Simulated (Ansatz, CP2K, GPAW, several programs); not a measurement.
# KTaO3: cheap methods against density-functional theory

How much accuracy does each second buy? KTaO3 is computed with 6 methods, from the cheapest up to r2SCAN.

Program: CP2K, Ansatz, GPAW (versions at each run). Level of theory: no spin polarisation, static lattice; gaps from single points on the cell relaxed beforehand with r²SCAN. These are calculated values, not measurements.

## 1. The starting structure

The structure is cubic, space group Pm-3m (No. 221). Conventional cell: a = 3.990 Å, b = 3.990 Å, c = 3.990 Å, α = 90.00°, β = 90.00°, γ = 90.00°. K (site symmetry m-3m) has 12 O at 2.82 Å as nearest neighbours. Around Ta (site symmetry m-3m) lie 6 O at 2.00 Å. O (site symmetry 4/mmm) has 2 Ta at 2.00 Å and 4 K at 2.82 Å as nearest neighbours.

Structure file:

```cif
data_structure
_symmetry_space_group_name_H-M 'Pm-3m'
_symmetry_Int_Tables_number 221
_cell_length_a 3.9901
_cell_length_b 3.9901
_cell_length_c 3.9901
_cell_angle_alpha 90.000
_cell_angle_beta 90.000
_cell_angle_gamma 90.000
_cell_volume 63.53
loop_
_atom_site_label
_atom_site_type_symbol
_atom_site_symmetry_multiplicity
_atom_site_Wyckoff_symbol
_atom_site_fract_x
_atom_site_fract_y
_atom_site_fract_z
_atom_site_occupancy
K1 K 1 a 0.00000 0.00000 0.00000 1
Ta1 Ta 1 b 0.50000 0.50000 0.50000 1
O1 O 3 c 0.50000 0.50000 0.00000 1
```

The structure type (cubic perovskite) is imposed and need not be the compound's stable one.

**Question.** The methods are PBE/DZVP, PBE/SZV, coarse PBE, GLLB-SC, PBE, r2SCAN. What gap does r2SCAN give on this cell, and which other methods (full PBE left aside) come nearest to r2SCAN and farthest in gap, volume and bulk modulus?

```
                                               quantity                                    value
                                                 r2SCAN   gap 2.63 eV, 12.71 Å³/atom, B₀ 209 GPa
         gap: nearest and farthest of the other methods  PBE/DZVP (-0.52 eV), GLLB-SC (+1.63 eV)
      volume: nearest and farthest of the other methods      PBE/DZVP (+1.0 %), PBE/SZV (+4.8 %)
bulk modulus: nearest and farthest of the other methods         PBE/DZVP (-9 %), PBE/SZV (-13 %)
```

**Reading.** For the gap, of the 4 methods compared (full PBE left aside), PBE/DZVP comes nearest to r2SCAN and GLLB-SC is farthest. For the volume, of the 2 methods compared (full PBE left aside), PBE/DZVP comes nearest to r2SCAN and PBE/SZV is farthest. For the bulk modulus, of the 2 methods compared (full PBE left aside), PBE/DZVP comes nearest to r2SCAN and PBE/SZV is farthest. A minimal basis or a coarse cutoff and mesh shifts results by its own error, so closeness to r2SCAN can be chance. GLLB-SC is compared with its derivative discontinuity added. No volume is given for coarse PBE, which can hide a larger miss. CPU times run from 1 s (coarse PBE) to 65 s (PBE/DZVP). On this cell PBE/DZVP, PBE/SZV, GLLB-SC cost more than r2SCAN itself (6.1 s), so they are no saving here. r2SCAN is a yardstick, not the truth: it usually gives gaps below the measured ones. Spin-orbit coupling is left out throughout.
